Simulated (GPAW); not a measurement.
Runs of GPAW 26.7.0 on Sn3Se. It takes space group Pm-3m (No. 221, cubic). The conventional cell has a = 4.742 Å, b = 4.742 Å, c = 4.742 Å, α = 90.00°, β = 90.00°, γ = 90.00°. Sn (site symmetry 4/mmm) is surrounded by 8 Sn at 3.35 Å and 4 Se at 3.35 Å. Around Se (site symmetry m-3m) lie 12 Sn at 3.35 Å. The cell comes from a database or a generator and needn't be the stable form of this composition.

```csv
task,level,potentials or basis,k mesh,cutoff (eV),maxiter,convergence,band path,band points,gap on the mesh (eV),pressure (GPa)
single point,PBE,"GPAW PAW data sets (gpaw-data 1.2.1), pw",5 × 5 × 5,450,120,default,-,-,none,-0.9
band structure,LDA,"the program's PAW data sets (release 1.2.1) made for this functional, pw",6 × 6 × 6,600,150,-,"GXMGRX,MR",100,-,-4.1
band structure,PBE,"GPAW PAW data sets (gpaw-data 1.2.1), pw",6 × 6 × 6,600,150,-,"GXMGRX,MR",100,-,(a)
single point,LDA,"the program's PAW data sets (release 1.2.1) made for this functional, pw",5 × 5 × 5,450,120,default,-,-,none,-5.2
```

Alike in all rows: no spin polarisation; cell as given; smearing fermi-dirac 0.05 eV.

**Question.** Estimate the missing entries.

**Answer.** (a) 0.1.

Caveats: the cutoff is short for stress and forces, so pressures can be off by a GPa or more (some runs).

A k mesh can miss the band edges, and the runs leave out spin-orbit coupling on Se, Sn.

A gap of «none» marks a metal or a gap under the smearing width.

Not every run made on this cell is shown here.
